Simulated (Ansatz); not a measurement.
# KBr3: the cost of one run

Program: Ansatz 0.2.0. Level of theory: DFT PBE, scalar-relativistic, plane waves, PAW. These are calculated values, not measurements.

## Step 1: The structure to begin with

Symmetry: P4_2/nmc, No. 137, tetragonal system. The conventional cell has a = 4.786 Å, b = 4.786 Å, c = 10.896 Å, α = 90.00°, β = 90.00°, γ = 90.00°. K (site symmetry -4m2) has 8 Br at 3.06 to 3.38 Å in its first shell of neighbours. Around Br (site symmetry -4m2) lie 4 Br at 3.06 Å and 4 K at 3.38 Å. Around Br (site symmetry 2mm) lie 2 K at 3.06 Å and 2 Br at 3.06 Å.

As a file:

```
CELL_PARAMETERS angstrom
4.78587 0.00000 0.00000
0.00000 4.78587 0.00000
0.00000 0.00000 10.89637
ATOMIC_POSITIONS crystal
K 0.00000 0.00000 0.00000
K 0.50000 0.50000 0.50000
Br 0.00000 0.00000 0.50000
Br 0.50000 0.50000 0.00000
Br 0.00000 0.50000 0.17536
Br 0.50000 0.00000 0.82464
Br 0.50000 0.00000 0.32464
Br 0.00000 0.50000 0.67536
```

Recipe of the guess: TiGa3 type (I4/mmm) distorted into a subgroup (P4_2/nmc, No. 137). Its size is a rough estimate.

## Step 2: A first look at the guess

The input, input.yaml:

```yaml
crystal:
  lattice:
    - [4.78586645, 0.0, 0.0]
    - [0.0, 4.78586645, 0.0]
    - [0.0, 0.0, 10.89637484]
  atoms:
    - { symbol: K, position: [0.0, 0.0, 0.0] }
    - { symbol: K, position: [0.5, 0.5, 0.5] }
    - { symbol: Br, position: [0.0, 0.0, 0.5] }
    - { symbol: Br, position: [0.5, 0.5, 0.0] }
    - { symbol: Br, position: [0.0, 0.5, 0.17536434] }
    - { symbol: Br, position: [0.5, 0.0, 0.82463566] }
    - { symbol: Br, position: [0.5, 0.0, 0.32463566] }
    - { symbol: Br, position: [0.0, 0.5, 0.67536434] }
basis:
  ecutwfc: 420
kpoints:
  mp_grid: { grid: [4, 4, 2] }
hamiltonian:
  xc: pbe
scf:
  occupations: { method: gaussian, width: 0.1 }
  lower_state_search: "off"
output:
  forces: true
  stress: true
  eigenvalues: true
```

Launch:

```bash
ansatz run input.yaml --threads 1 --pin off --max-ram 2560MiB --backend cpu --events-out ev --progress --plain --runs-dir out
```

Q: Estimate wall time and peak memory on 1 thread of Intel Xeon at 2.70GHz, shared host.

About 7.5 s, with a peak of 0.47 GiB.
